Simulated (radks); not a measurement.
# Numerical settings for Re²⁺

How sensitive is the result for the rhenium ion Re2+ to mesh, mixing and thresholds? A default run comes first. The defaults are a mesh step of 0.008 in ln r, a mesh end at 40 bohr or more, Anderson mixing 0.5 over 9 steps and a tight residual threshold, with the energy settled to 1e-9 hartree as well; every run has a cap on iterations.

Program: radks (a radial shooting solver on a logarithmic mesh, Libxc functionals) version 1. Level of theory: scalar-relativistic Kohn-Sham, LDA (Slater exchange, Perdew-Wang correlation), spin-polarised, spherical densities, point nucleus; open shells are filled with parallel spins first. These are calculated values, not measurements, unless marked.

## Step 1: The atom as given

| Item | Value |
| --- | --- |
| element | rhenium (Z = 75) |
| charge | +2 |
| electrons | 73 |
| configuration | [Xe] 4f14 5d5 |

The outer shells:

Re²⁺
```
[Xe] core
4f [↑↓][↑↓][↑↓][↑↓][↑↓][↑↓][↑↓]
5d [↑ ][↑ ][↑ ][↑ ][↑ ]
```

## Step 2: Default settings

Input:

```text
Z 75
configuration [Xe] 4f14 5d5
relativity scalar-relativistic
functional lda,pw
spin polarised
nucleus point
c 137.035999084
max_iterations 87
```

Launch:

```console
$ python run_ks.py task.json out
```

All runs below come from this command, one after another.

## Step 3: Mesh step in ln r 0.2

Settings, as their differences from step 2:

```diff
@@ -7,2 +7,3 @@
 c 137.035999084
+mesh_step 0.2
 max_iterations 87
```

## Step 4: Mesh step in ln r 0.003

Settings, as their differences from step 3:

```diff
@@ -7,3 +7,3 @@
 c 137.035999084
-mesh_step 0.2
+mesh_step 0.003
 max_iterations 87
```

## Step 5: Mesh step in ln r 0.08

Settings, as their differences from step 4:

```diff
@@ -7,3 +7,3 @@
 c 137.035999084
-mesh_step 0.003
+mesh_step 0.08
 max_iterations 87
```

## Step 6: Mesh end (bohr) 2

Settings, as their differences from step 5:

```diff
@@ -7,3 +7,3 @@
 c 137.035999084
-mesh_step 0.08
+mesh_end 2
 max_iterations 87
```

## Step 7: Mesh end (bohr) 20

Settings, as their differences from step 6:

```diff
@@ -7,3 +7,3 @@
 c 137.035999084
-mesh_end 2
+mesh_end 20
 max_iterations 87
```

## Step 8: Residual threshold 0.1

Settings, as their differences from step 7:

```diff
@@ -7,3 +7,3 @@
 c 137.035999084
-mesh_end 20
+threshold 0.1
 max_iterations 87
```

## Step 9: Residual threshold 0.01

Settings, as their differences from step 8:

```diff
@@ -7,3 +7,3 @@
 c 137.035999084
-threshold 0.1
+threshold 0.01
 max_iterations 87
```

## Step 10: Mixing 1.5

Settings, as their differences from step 9:

```diff
@@ -7,3 +7,3 @@
 c 137.035999084
-threshold 0.01
+mixing 1.5
 max_iterations 87
```

## Step 11: Mixing history 1, mixing 0.5

Settings, as their differences from step 10:

```diff
@@ -7,3 +7,4 @@
 c 137.035999084
-mixing 1.5
+history 1
+mixing 0.5
 max_iterations 87
```

## Step 12: Mixing history 1, mixing 1

Settings, as their differences from step 11:

```diff
@@ -8,3 +8,3 @@
 history 1
-mixing 0.5
+mixing 1
 max_iterations 87
```

## Step 13: Mixing history 20

Settings, as their differences from step 12:

```diff
@@ -7,4 +7,3 @@
 c 137.035999084
-history 1
-mixing 1
+history 20
 max_iterations 87
```

## Step 14: Iteration cap 8

Settings, as their differences from step 13:

```diff
@@ -7,3 +7,2 @@
 c 137.035999084
-history 20
-max_iterations 87
+max_iterations 8
```

**Question.** What will these runs give? Wanted: for each run, setting; iterations; converged; change of E.

The runs gave:

```
                     setting  mesh points  iterations  converged  change of E (mhartree)    time
            Default settings         2541          16        yes                       0  0.33 s
       mesh step in ln r 0.2          102           4         no                       -  0.01 s
     mesh step in ln r 0.003         6776          16        yes                       0  0.84 s
      mesh step in ln r 0.08          255           2         no                       -  0.02 s
           mesh end (bohr) 2         2102          14         no                       -  0.24 s
          mesh end (bohr) 20         2390          16        yes                       0  0.32 s
      residual threshold 0.1         2541          11        yes              -0.0001688  0.26 s
     residual threshold 0.01         2541          11        yes              -0.0001688  0.26 s
                  mixing 1.5         2541          16        yes                       0  0.32 s
mixing history 1, mixing 0.5         2541          30        yes                       0  0.48 s
  mixing history 1, mixing 1         2541          87         no                       -   4.5 s
           mixing history 20         2541          23        yes                       0  0.43 s
             iteration cap 8         2541           8         no                       -  0.19 s
```

A zero stands for a change under the printed digits. No run that converges misses the default energy by more than 1 mhartree. Not converged or rejected: mesh step in ln r 0.2; mesh step in ln r 0.08; mesh end (bohr) 2; mixing history 1, mixing 1; iteration cap 8. A mesh that ends early acts as a hard wall.
